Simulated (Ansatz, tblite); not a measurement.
## A script for KLiF2 (GFN2-xTB)

These are simulated results from tblite 0.8.0, not measurements. The cell was built from a prototype and was relaxed with r2SCAN in plane waves (Ansatz 0.2.0). It may be hypothetical. All runs are without spin polarisation.

It is trigonal, R-3m (No. 166); a = 3.245 Å, c = 16.947 Å in the conventional setting, 12.88 Å³ an atom. Li has 6 F at 2.17 Å; K has 6 F at 2.55 Å; F has 3 Li at 2.17 Å and 3 K at 2.55 Å.

tblite solves periodic systems at the zone centre alone, so the script builds a cluster of 3×3×1 conventional cells (108 atoms), which folds in a coarse mesh of k points.

Input script:

```python
import json
from ase import Atoms
from ase.build import make_supercell
from ase.units import Bohr, GPa, Hartree
from tblite.interface import Calculator

atoms = Atoms(['Li', 'K', 'F', 'F'],
              cell=[[1.622304, 0.936638, 5.648897], [-1.622304, 0.936638, 5.648897], [-0.0, -1.873275, 5.648897]],
              scaled_positions=[[1.0, -0.0, 0.0], [0.5, 0.5, 0.5], [0.268947, 0.268947, 0.268947], [0.731053, 0.731053, 0.731053]],
              pbc=True)
cluster = make_supercell(atoms, [[3, -3, 0], [0, 3, -3], [1, 1, 1]])
calc = Calculator('GFN2-xTB', cluster.numbers, cluster.positions / Bohr, lattice=cluster.cell[:] / Bohr, periodic=cluster.pbc)
calc.set('temperature', 0.02 / Hartree)
calc.set('max-iter', 150)
res = calc.singlepoint()
levels = res.get('orbital-energies') * Hartree
nv = round(res.get('orbital-occupations').sum() / 2)
cells = len(cluster) // len(atoms)
out = {'energy_per_cell': res.get('energy') * Hartree / cells, 'homo': levels[nv - 1], 'lumo': levels[nv],
       'stress': (-res.get('virial') * Hartree / cluster.get_volume() / GPa).tolist(), 'charges': res.get('charges')[:len(atoms)].tolist(), 'electrons': 2 * nv / cells}
json.dump(out, open('results.json', 'w'))
for key, value in out.items():
    print(key, value)
```

Command: `python run.py`. It took 13 s on 1 thread of Arm Neoverse V1 (shared host), peak memory 0.14 GiB.

Output:

```
------------------------------------------------------------
  cycle        total energy    energy error   density error
------------------------------------------------------------
      1     -258.1065791224  -2.5932125E+02   4.0256639E-01
      2     -266.8832283523  -8.7766492E+00   1.8394814E+00
      3     -267.1849814072  -3.0175305E-01   1.5423230E+00
      4     -268.0297913437  -8.4480994E-01   2.2853171E-01
      5     -268.2213049972  -1.9151365E-01   2.5122449E-02
      6     -268.2041802528   1.7124744E-02   5.9010621E-02
      7     -268.2171073579  -1.2927105E-02   3.4123929E-02
      8     -268.2210774049  -3.9700470E-03   1.5624197E-02
      9     -268.2216344074  -5.5700254E-04   8.5672987E-03
     10     -268.2217799004  -1.4549299E-04   2.6043498E-03
     11     -268.2217825037  -2.6033197E-06   1.5695790E-03
     12     -268.2217742206   8.2831576E-06   6.1641387E-04
     13     -268.2217834743  -9.2537383E-06   5.6627018E-04
     14     -268.2217836243  -1.4999517E-07   3.2525790E-04
     15     -268.2217851540  -1.5296918E-06   1.3402971E-04
     16     -268.2217852808  -1.2679249E-07   5.0054934E-05
     17     -268.2217852916  -1.0828103E-08   3.9370960E-05
     18     -268.2217852985  -6.8854433E-09   2.3184339E-05
     19     -268.2217852986  -4.8316906E-11   2.3164439E-05
     20     -268.2217853001  -1.5621708E-09   2.3985906E-05
     21     -268.2217853011  -1.0030021E-09   1.9031055E-05
------------------------------------------------------------

 total:                                  12.254 sec
energy_per_cell -270.3217237027381
homo -14.373550027708946
lumo -14.040062981700816
stress [[25.194959127134698, -0.0026658010280265097, 1.0236273918846974e-05], [-0.0026658010280260977, 25.191877901337584, 4.942206195808173e-06], [1.023627391881048e-05, 4.94220619587204e-06, 13.253762752498409]]
charges [0.28508799670912544, 0.4716502874909284, -0.37837227702407294, -0.37837654244615804]
electrons 16.0
```

The cycle table is in hartree for the whole cluster, and the lines after it are in eV (the energy for one cell). The printed stress is in GPa and positive in compression, and the pressure is its mean diagonal.

GFN2-xTB gives a gap of 0.33 eV. On the same cell, plane-wave PBE (Ansatz, 10×10×10 k points and the special points) gives a gap of 6.70 eV and r2SCAN a gap of 7.45 eV; on shared hosts these took about 6.4 and 17 core-seconds on the 4-atom cell, against 13 for the script. Semilocal gaps usually lie below measured ones. xTB was fitted to molecules, so gaps, charges and pressures of solids can be far off, and the gap also depends on the size of the cluster.

The same script was run on cells scaled at fixed shape and fractional coordinates:

```json
{"volume (Å³/atom)": "11.33", "energy (meV/atom)": "256.3", "pressure (GPa, positive in compression)": "33.11", "gap (eV)": "0.32"}
{"volume (Å³/atom)": "12.10", "energy (meV/atom)": "113.9", "pressure (GPa, positive in compression)": "26.27", "gap (eV)": "0.33"}
{"volume (Å³/atom)": "12.88", "energy (meV/atom)": "0.0", "pressure (GPa, positive in compression)": "21.21", "gap (eV)": "0.33"}
{"volume (Å³/atom)": "13.65", "energy (meV/atom)": "-92.7", "pressure (GPa, positive in compression)": "17.42", "gap (eV)": "0.34"}
{"volume (Å³/atom)": "14.42", "energy (meV/atom)": "-169.4", "pressure (GPa, positive in compression)": "14.53", "gap (eV)": "0.34"}
```

The minimum lies beyond the largest of these volumes.

xTB was fitted mostly to molecules, and a small cluster samples few k points, so gaps, pressures and kinks along a curve can be far from a solid's.
